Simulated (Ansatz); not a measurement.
A run of Ansatz 0.2.0 is set up as follows.

input.yaml

```yaml
crystal:
  lattice:
    - [4.2940644248, 0.0, 0.0]
    - [-2.1470322124, 3.7187688774, 0.0]
    - [0.0, 0.0, 17.101346]
  atoms:
    - { symbol: Te, position: [0.6666666667, 0.3333333333, 0.419892] }
    - { symbol: Te, position: [0.3333333333, 0.6666666667, 0.580108] }
    - { symbol: Te, position: [0.3333333333, 0.6666666667, 0.201542] }
    - { symbol: Te, position: [0.6666666667, 0.3333333333, 0.798458] }
    - { symbol: Te, position: [0.0, 0.0, 0.0] }
    - { symbol: Sb, position: [0.0, 0.0, 0.320068] }
    - { symbol: Sb, position: [0.0, 0.0, 0.679932] }
    - { symbol: Ge, position: [0.6666666667, 0.3333333333, 0.102895] }
    - { symbol: Ge, position: [0.3333333333, 0.6666666667, 0.897105] }
hamiltonian:
  xc: pbe
  pseudopotentials: { kind: paw }
  dispersion: d3bj
kpoints:
  mp_grid: { grid: [7, 7, 2] }
scf:
  occupations: { method: fermi_dirac, width: 0.05 }
output:
  forces: true
  stress: true
  eigenvalues: true
relax:
  f_tol: 0.01
  max_steps: 40
  cell: { stress_tol: 0.05 }
```

Potentials or basis: Ansatz PAW.

The run is started by

```bash
$ ansatz run input.yaml --threads 4 --pin off --max-ram 11264MiB --backend cpu --events-out ev --progress --plain --runs-dir out
```

(1) What does it give for the relaxed cell?

(2) Predict the space group after relaxing (to 0.05 Å).

(3) What does it give for the relaxed volume?

(4) Predict the band gap on the k mesh.

## Answers

(1) a = 4.231 Å, b = 4.231 Å, c = 16.861 Å, α = 90.00°, β = 90.00°, γ = 120.00°.

(2) P-3m1 (No. 164).

(3) 29.04 Å³/atom.

(4) 0.12 eV, direct.

Caveat: odd divisions of the mesh miss points on the zone boundary, where band edges often lie, so the gap on the mesh can be too wide; the plane-wave basis is chosen anew once the cell has moved, so the energies of steps on either side of that aren't comparable; spin-orbit coupling is left out, which moves the levels of the heavy elements.
